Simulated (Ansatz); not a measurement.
**GaO+ (singlet): from a generated start to a stationary point**

Where does this start of GaO+ (singlet) end when it is relaxed?

Program: Ansatz 0.2.0, Gaussian basis. Level of theory: RKS PBE0/def2-TZVP. These are calculated values, not measurements.

## (1) Starting geometry

2 atoms, charge 1, spin multiplicity 1.

Atoms are counted from 1 here; the program's logs count them from 0.

Bond lengths: O1–Ga2 1.748 Å.

The start is set by covalent radii. Sticks and bond lists go by distance. No spin-orbit coupling is included. 

## (2) Relaxation

Contents of in.yaml:

```yaml
crystal:
  periodic: [false, false, false]
  atoms:
    - {symbol: O, position_ang: [0.000000, 0.000000, 0.000000]}
    - {symbol: Ga, position_ang: [0.000000, 0.000000, 1.748400]}
basis:
  gaussian: {orbitals: def2-TZVP}
total_charge: 1
hamiltonian: {xc: pbe0}
relax: {f_tol: 0.004, max_steps: 80}
```

On the command line:

```bash
ansatz run in.yaml --threads 1 --pin off --events-out ev --progress --plain --max-ram 2176MiB
```

Q: Predict the outcome of this session. Wanted: energy gained; shift from the start; total energy.

As calculated:

```
                  quantity           value
                     steps               4
             energy gained        0.079 eV
shift from the start (rms)         0.039 Å
              total energy  -54404.5260 eV
```

In words: The bonds of the start are those of the end. O1–Ga2 went from 1.748 to 1.671 Å. No vibrations were run, so this is a stationary point, not a proven minimum, and this spin need not be the ground state's.
